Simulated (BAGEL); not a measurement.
**CHAlFO+ (SMILES [O+]#[C][AlH][F]): PBE0/aug-cc-pVDZ (density fitting with qzvpp-jkfit)**

What is the energy change on altering one bond length of CHAlFO+ at PBE0/aug-cc-pVDZ (density fitting with qzvpp-jkfit)? 

Program for the calculation: BAGEL 1.2.2.

## 1. The molecule

The species is CHAlFO+ (5 atoms), meant as a singlet with charge +1. As SMILES, `[O+]#[C][AlH][F]`. Geometry: a GFN2-xTB relaxation, a rough one for these elements and not checked as a minimum.

Bond lengths: O1–C2 1.103 Å, C2–Al3 2.205 Å, Al3–F4 1.616 Å, Al3–H5 1.492 Å. Angles: O1–C2–Al3 171.0°, C2–Al3–F4 96.6°, C2–Al3–H5 117.4°, F4–Al3–H5 146.0°.

## 2. The energy at PBE0/aug-cc-pVDZ (density fitting with qzvpp-jkfit)

File job.json:

```json
{ "bagel" : [

{
  "title" : "molecule",
  "basis" : "aug-cc-pvdz.json",
  "df_basis" : "qzvpp-jkfit",
  "angstrom" : true,
  "geometry" : [
    { "atom" : "O", "xyz" : [       0.875470,      -1.765280,       1.316800 ] },
    { "atom" : "C", "xyz" : [       0.590070,      -0.886690,       0.714870 ] },
    { "atom" : "Al", "xyz" : [      -0.292060,       0.719910,      -0.510680 ] },
    { "atom" : "F", "xyz" : [      -1.742320,       0.033220,      -0.702740 ] },
    { "atom" : "H", "xyz" : [       0.568840,       1.898850,      -0.818240 ] }
  ]
},

{ "title" : "ks", "xc_func" : "pbe0", "charge" : 1 },

{ "title" : "print", "file" : "orbitals.molden", "orbitals" : true }

]}
```

The basis set aug-cc-pVDZ is read from a file made from the Basis Set Exchange's data (not shown).

Started as:

```bash
$ BAGEL_NUM_THREADS=1 BAGEL job.json > job.out
```

The log of the run:

```text
* using 1 threads per process

  ===============================================================
  ===============================================================

  *** Geometry ***

  { "atom" : "O", "xyz" : [      1.654399,     -3.335896,      2.488391 ] },
  { "atom" : "C", "xyz" : [      1.115071,     -1.675601,      1.350909 ] },
  { "atom" : "Al", "xyz" : [     -0.551913,      1.360433,     -0.965045 ] },
  { "atom" : "F", "xyz" : [     -3.292508,      0.062777,     -1.327986 ] },
  { "atom" : "H", "xyz" : [      1.074952,      3.588306,     -1.546250 ] },

  Number of auxiliary basis functions:      375

  Since a DF basis is specified, we compute 2- and 3-index integrals:
    o Being stored without compression. Storage requirement is 0.033 GB

  Number of basis functions:      105
  Number of electrons      :       37

    * METHOD: MOLECULE                             0.26

  *** Kohn-Sham DFT ***

    * Removing 7289 points whose weight is below 1.00e-10
    * Grid points: 67241

  === Nuclear Repulsion ===
   125.0065862181

       - DIIS with orbital gradients will be used.

  === KS iteration (pbe0 / aug-cc-pvdz.json) ===
      0       -433.94359752          0.08884387           0.40
      1       -408.49605976          0.15617670           0.39
      2       -435.20822920          0.13519719           0.39
      3       -452.79729694          0.04457768           0.39
      4       -444.51732991          0.11211971           0.39
      5       -455.30070615          0.02424014           0.38
      6       -455.43259797          0.02025436           0.39
      7       -455.64126292          0.00281186           0.38
      8       -455.64591700          0.00092240           0.39
      9       -455.64635745          0.00030532           0.39
     10       -455.64641212          0.00004834           0.39
     11       -455.64641350          0.00000739           0.39
     12       -455.64641352          0.00000383           0.39
     13       -455.64641353          0.00000044           0.39
     14       -455.64641353          0.00000017           0.39
     15       -455.64641353          0.00000007           0.39
     16       -455.64641353          0.00000002           0.39
     17       -455.64641353          0.00000000           0.39
    * SCF iteration converged.

    * Permanent dipole moment:
           (   -1.167321,    -0.750978,    -0.042453) a.u.

    * METHOD: KS                                   7.54

    * METHOD: PRINT                                0.04

  ===============================================================
```

It took 8.1 s on 1 thread of Arm Neoverse N1, shared host; peak memory 0.34 GiB.

## 3. The distorted shape at the same level

File dft.json:

```json
{ "bagel" : [

{
  "title" : "molecule",
  "basis" : "aug-cc-pvdz.json",
  "df_basis" : "qzvpp-jkfit",
  "angstrom" : true,
  "geometry" : [
    { "atom" : "O", "xyz" : [    1.310555,   -1.559270,    1.374419 ] },
    { "atom" : "C", "xyz" : [    1.025155,   -0.680680,    0.772489 ] },
    { "atom" : "Al", "xyz" : [    0.143025,    0.925920,   -0.453061 ] },
    { "atom" : "F", "xyz" : [   -1.742320,    0.033220,   -0.702740 ] },
    { "atom" : "H", "xyz" : [    1.003925,    2.104860,   -0.760621 ] }
  ]
},
{
  "title" : "ks",
  "xc_func" : "pbe0",
  "charge" : 1
},
{
  "title" : "print",
  "file" : "orbitals.molden",
  "orbitals" : true
}

]}
```

The basis set aug-cc-pVDZ is read from a file made from the Basis Set Exchange's data (not shown).

Started as:

```bash
$ BAGEL_NUM_THREADS=1 BAGEL dft.json > dft.out
```

The log of the run:

```text
* using 1 threads per process

  ===============================================================
  ===============================================================

  *** Geometry ***

  { "atom" : "O", "xyz" : [      2.476590,     -2.946593,      2.597275 ] },
  { "atom" : "C", "xyz" : [      1.937262,     -1.286299,      1.459793 ] },
  { "atom" : "Al", "xyz" : [      0.270278,      1.749735,     -0.856161 ] },
  { "atom" : "F", "xyz" : [     -3.292508,      0.062777,     -1.327986 ] },
  { "atom" : "H", "xyz" : [      1.897143,      3.977609,     -1.437365 ] },

  Number of auxiliary basis functions:      375

  Since a DF basis is specified, we compute 2- and 3-index integrals:
    o Being stored without compression. Storage requirement is 0.033 GB

  Number of basis functions:      105
  Number of electrons      :       37

    * METHOD: MOLECULE                             0.26

  *** Kohn-Sham DFT ***

    * Removing 6905 points whose weight is below 1.00e-10
    * Grid points: 67625

  === Nuclear Repulsion ===
   114.2625157021

       - DIIS with orbital gradients will be used.

  === KS iteration (pbe0 / aug-cc-pvdz.json) ===
      0       -434.99134259          0.07918134           0.40
      1       -401.88025173          0.13908520           0.39
      2       -373.69116744          0.18181172           0.39
      3       -450.01600322          0.05801913           0.38
      4       -442.54016195          0.09997887           0.39
      5       -455.17974231          0.02624825           0.38
      6       -455.32375867          0.02015615           0.38
      7       -455.54731534          0.00835695           0.38
      8       -455.57944976          0.00207498           0.38
      9       -455.58161890          0.00070036           0.38
     10       -455.58191010          0.00011080           0.38
     11       -455.58191778          0.00001836           0.38
     12       -455.58191793          0.00000710           0.38
     13       -455.58191795          0.00000512           0.38
     14       -455.58191797          0.00000091           0.38
     15       -455.58191797          0.00000027           0.39
     16       -455.58191797          0.00000010           0.39
     17       -455.58191797          0.00000003           0.39
     18       -455.58191797          0.00000001           0.39
    * SCF iteration converged.

    * Permanent dipole moment:
           (   -1.953728,    -1.075897,    -0.172669) a.u.

    * METHOD: KS                                   7.88

    * METHOD: PRINT                                0.04

  ===============================================================
```

Run time: 8.4 s. Hardware: 1 thread of Arm Neoverse N1, shared host; peak memory 0.34 GiB.

## 4. Summary of results

At PBE0/aug-cc-pVDZ (density fitting with qzvpp-jkfit):

| quantity | value |
| --- | --- |
| first shape: total energy | -455.64641 Eh |
| first shape: HOMO energy | -16.53 eV |
| first shape: LUMO energy | -8.69 eV |
| first shape: HOMO–LUMO gap | 7.84 eV |
| distorted shape: total energy | -455.58192 Eh |
| distorted shape: HOMO energy | -15.18 eV |
| distorted shape: LUMO energy | -9.20 eV |
| distorted shape: HOMO–LUMO gap | 5.98 eV |
| energy change with the Al3–F4 bond stretched from 1.616 to 2.101 Å | 1.755 eV |

What this shows: With the Al3–F4 bond stretched from 1.616 to 2.101 Å the energy rises by 1.76 eV (169 kJ/mol). The first shape isn't relaxed at this level, so the change isn't measured from a minimum.
